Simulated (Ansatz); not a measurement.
# CH7NOSi: the cost of one run

Computed with the Python package of Ansatz 0.2.0. The levels of theory stand in the script.

### Step 1. The structure

Bond lengths: N1–C2 1.382 Å, C2–O3 1.392 Å, O3–Si4 1.744 Å, N1–H5 1.047 Å, N1–H6 1.054 Å, C2–H7 1.080 Å, C2–H8 1.104 Å, Si4–H9 1.510 Å, Si4–H10 1.409 Å, Si4–H11 1.517 Å. Angles (14 of 16 angles, heavy atoms first): N1–C2–O3 106.1°, C2–O3–Si4 118.4°, N1–C2–H7 110.4°, N1–C2–H8 109.9°, O3–C2–H7 110.1°, O3–C2–H8 109.8°, C2–N1–H5 110.5°, C2–N1–H6 110.8°, O3–Si4–H9 107.3°, O3–Si4–H10 110.6°, O3–Si4–H11 104.2°, H7–C2–H8 110.4°, H5–N1–H6 102.2°, H9–Si4–H10 113.8°.

The script holds or builds the structure itself.

### Step 2. Script

Contents of ch7nosi_methods.py:

```python
from pathlib import Path
import argparse

import ansatz as az
import numpy as np

parser = argparse.ArgumentParser(description="One geometry of CH7NOSi, method by method.")
parser.add_argument("--basis-set", required=True, help="Gaussian basis set")
args = parser.parse_args()


def main() -> None:
    geometry_ang = [
        ("N", [-1.765, 1.0413, -0.1843]),
        ("C", [-0.8587, 0.1247, 0.3131]),
        ("O", [0.286, 0.2495, -0.4686]),
        ("Si", [1.6688, -0.7392, -0.0789]),
        ("H", [-1.9192, 0.8863, -1.2085]),
        ("H", [-1.3621, 2.0149, -0.1651]),
        ("H", [-1.2544, -0.8776, 0.2351]),
        ("H", [-0.6221, 0.3641, 1.3643]),
        ("H", [2.0068, -0.485, 1.3704]),
        ("H", [2.7322, -0.4748, -0.9648]),
        ("H", [1.1532, -2.1613, -0.1921]),
    ]
    mol = az.Crystal.molecule()
    for symbol, xyz in geometry_ang:
        mol = mol.atom(symbol, xyz)

    calculation = mol.calculation().basis(gaussian=args.basis_set)

    print("functional    E (Ha)        dipole (D)   HOMO (eV)  LUMO (eV)")
    for name in ["hse06", "blyp", "lda", "b3lyp"]:
        report = calculation.functional(name).forces().orbitals().run(runs_dir="runs").report
        lines = Path(report["orbitals_path"]).read_text().splitlines()
        field_of = lambda key: [line.split("=")[1].strip() for line in lines if line.startswith(key)]
        orbitals = [(27.211386 * float(e), s, float(n)) for e, s, n in zip(field_of("Ene="), field_of("Spin="), field_of("Occup="))]
        homo = max(e for e, _, n in orbitals if n > 0.5)
        lumo = min(e for e, _, n in orbitals if n < 0.5)
        dipole = 4.803205 * np.linalg.norm(report["charge_distribution"]["dipole_moment_e_ang"])
        print(f"{name:10s} {report['free_energy_ev'] / 27.211386246:14.6f} {dipole:9.3f} {homo:11.3f} {lumo:10.3f}")


if __name__ == "__main__":
    main()
```

### Step 3. The input behind the calls

The package turns the script's settings into the engine's input (first run):

```yaml
crystal:
  periodic: [false, false, false]
  atoms:
    - { symbol: "N", position_ang: [-1.765, 1.0413, -0.1843] }
    - { symbol: C, position_ang: [-0.8587, 0.1247, 0.3131] }
    - { symbol: O, position_ang: [0.286, 0.2495, -0.4686] }
    - { symbol: Si, position_ang: [1.6688, -0.7392, -0.0789] }
    - { symbol: H, position_ang: [-1.9192, 0.8863, -1.2085] }
    - { symbol: H, position_ang: [-1.3621, 2.0149, -0.1651] }
    - { symbol: H, position_ang: [-1.2544, -0.8776, 0.2351] }
    - { symbol: H, position_ang: [-0.6221, 0.3641, 1.3643] }
    - { symbol: H, position_ang: [2.0068, -0.485, 1.3704] }
    - { symbol: H, position_ang: [2.7322, -0.4748, -0.9648] }
    - { symbol: H, position_ang: [1.1532, -2.1613, -0.1921] }
basis:
  gaussian:
    orbitals: cc-pVDZ
hamiltonian:
  xc: hse06
output:
  orbitals: {}
  forces: true
```

### Step 4. Launch

Launch:

```
$ python ch7nosi_methods.py --basis-set cc-pVDZ
```

**Question.** How long does this script take on 1 thread of Arm Neoverse V1, shared host, and how much memory does it need?

About 15 s, with a peak of 0.25 GiB.
